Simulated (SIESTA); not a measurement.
The system is ScTaN.

```xyz
6
Lattice="3.0851 0.0000 0.0000 -1.5425 2.6717 0.0000 0.0000 0.0000 10.3401" Properties=species:S:1:pos:R:3 pbc="T T T"
Ta    0.0000    1.7812    2.5399
Ta    1.5425    0.8906    7.8003
Sc    0.0000    0.0000    0.0000
Sc    0.0000    0.0000    5.1701
N     0.0000    1.7812    6.5126
N     1.5425    0.8906    3.8275
```

The cell comes from a database or a generator and needn't be the stable form of this composition.

Base run:

| Property | Result |
| --- | --- |
| Program | SIESTA 5.4.2 |
| Functional | PBEsol |
| Potentials or basis | PseudoDojo 0.4 standard (PBEsol files) |
| Basis | SZ (energy shift 0.003 Ry) |
| Grid cutoff | 800 Ry |
| Energy shift | 0.003 Ry |
| k mesh | 10 × 10 × 3 |
| Occupations | fermi-dirac, width 0.05 eV |
| Spin | no spin polarisation |

Its results: band gap on the k mesh none (metal or under the smearing width); pressure -14.7 GPa; largest force 0.983 eV/Å.

Question: The run is repeated on the same cell with these changes: basis from SZ (energy shift 0.003 Ry) to DZ (energy shift 0.003 Ry; two zetas on semicore shells). What comes out?

Answer: Band gap on the k mesh none (metal or under the smearing width); pressure -5.2 GPa; largest force 0.320 eV/Å.

Caveats: the basis has no polarisation orbitals; short orbitals over semicore shells can move pressures by several GPa; spin-orbit coupling is left out, which moves the levels of the heavy elements; the basis of atomic orbitals isn't converged, which shifts pressures, moduli and gaps.
